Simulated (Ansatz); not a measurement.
This script for Ansatz's Python interface starts 5 runs on GeH₅Si, SMILES [SiH3][GeH2]. What input does the engine get in each?

`relaxed_scan.py`
```python
"""One bond of GeH5Si held at set lengths while the rest relaxes."""

from dataclasses import dataclass

import ansatz as az
import numpy as np


@dataclass(frozen=True)
class Settings:
    basis: str = "def2-SVP"
    functional: str = "hf"


settings = Settings()


def main() -> None:
    geometry_ang = [
        ("Si", [-0.5457, -0.4715, -0.6126]),
        ("Ge", [1.0653, 0.7564, 0.461]),
        ("H", [-1.5154, -1.0439, 0.3567]),
        ("H", [0.0895, -1.4635, -1.4606]),
        ("H", [-1.3691, 0.48, -1.4928]),
        ("H", [0.4243, 1.8775, 1.3391]),
        ("H", [1.9123, -0.203, 1.3634]),
    ]
    geometry = az.Crystal.molecule()
    for symbol, xyz in geometry_ang:
        geometry = geometry.atom(symbol, xyz)

    setup = geometry.calculation()
    setup = setup.basis(gaussian=settings.basis).functional(settings.functional)
    setup = setup.spin("collinear", total=1)
    symbols = [site.symbol for site in geometry.cartesian_sites]
    pairs = [(0, 1), (0, 2), (0, 3), (0, 4), (1, 5), (1, 6)]
    print("held (A)   E (eV)        ", "  ".join(f"{symbols[i]}{i}-{symbols[j]}{j}" for i, j in pairs))
    for length in [1.34, 1.45, 1.57, 1.74, 1.96]:
        report = setup.relax(constraints=[az.DistanceConstraint((0, 3), at=length)], force_tolerance=0.02, max_steps=60).run(threads=1, pin="off").report
        xyz = np.array(report["positions_ang"])
        print(f"{length:6.2f} {report['free_energy_ev']:14.5f}  ", "  ".join(f"{np.linalg.norm(xyz[i] - xyz[j]):.3f}" for i, j in pairs))


if __name__ == "__main__":
    main()
```

Run 1:
```yaml
crystal:
  periodic: [false, false, false]
  atoms:
    - { symbol: Si, position_ang: [-0.5457, -0.4715, -0.6126] }
    - { symbol: Ge, position_ang: [1.0653, 0.7564, 0.461] }
    - { symbol: H, position_ang: [-1.5154, -1.0439, 0.3567] }
    - { symbol: H, position_ang: [0.0895, -1.4635, -1.4606] }
    - { symbol: H, position_ang: [-1.3691, 0.48, -1.4928] }
    - { symbol: H, position_ang: [0.4243, 1.8775, 1.3391] }
    - { symbol: H, position_ang: [1.9123, -0.203, 1.3634] }
basis:
  gaussian:
    orbitals: def2-SVP
hamiltonian:
  xc: hf
magnetization:
  spin_polarized: true
  initial_magnetization: 1.0
relax:
  f_tol: 0.02
  max_steps: 60
  constraints:
    - { distance: [0, 3], at: 1.34 }
```

Run 2, against run 1:
```diff
-    - { distance: [0, 3], at: 1.34 }
+    - { distance: [0, 3], at: 1.45 }
```

Run 3, against run 1:
```diff
-    - { distance: [0, 3], at: 1.34 }
+    - { distance: [0, 3], at: 1.57 }
```

Run 4, against run 1:
```diff
-    - { distance: [0, 3], at: 1.34 }
+    - { distance: [0, 3], at: 1.74 }
```

Run 5, against run 1:
```diff
-    - { distance: [0, 3], at: 1.34 }
+    - { distance: [0, 3], at: 1.96 }
```

```console
$ python relaxed_scan.py
held (A)   E (eV)         Si0-Ge1  Si0-H2  Si0-H3  Si0-H4  Ge1-H5  Ge1-H6
DeckWarning: relax.constraints: the input's atoms, or those drawn, lie off the distances that are held; a relaxation that starts there is brought onto them ahead of its first SCF, by positions alone, an atom by 5.57e-2 Å at the most. With the symmetry [...]
  1.34   -64404.17164   2.408  1.485  1.340  1.484  1.537  1.537
  1.45   -64404.40177   2.408  1.484  1.450  1.482  1.537  1.538
  1.57   -64404.34572   2.405  1.483  1.570  1.481  1.538  1.537
  1.74   -64403.95791   2.402  1.481  1.740  1.479  1.538  1.536
  1.96   -64403.21808   2.397  1.478  1.960  1.476  1.537  1.534
```
(Warnings from the package without file and line, shortened, repeats left out.)

Reading the output:
- Total energies depend on the basis set; only differences at equal settings carry meaning.
- The energies are electronic: no zero-point or thermal terms, and the basis set is short of its limit.
- The species is open-shell (spin multiplicity 2).
- Wall time of the script: 44 s on 1 thread of Arm Neoverse V1, on a shared host, peak memory 0.26 GiB.
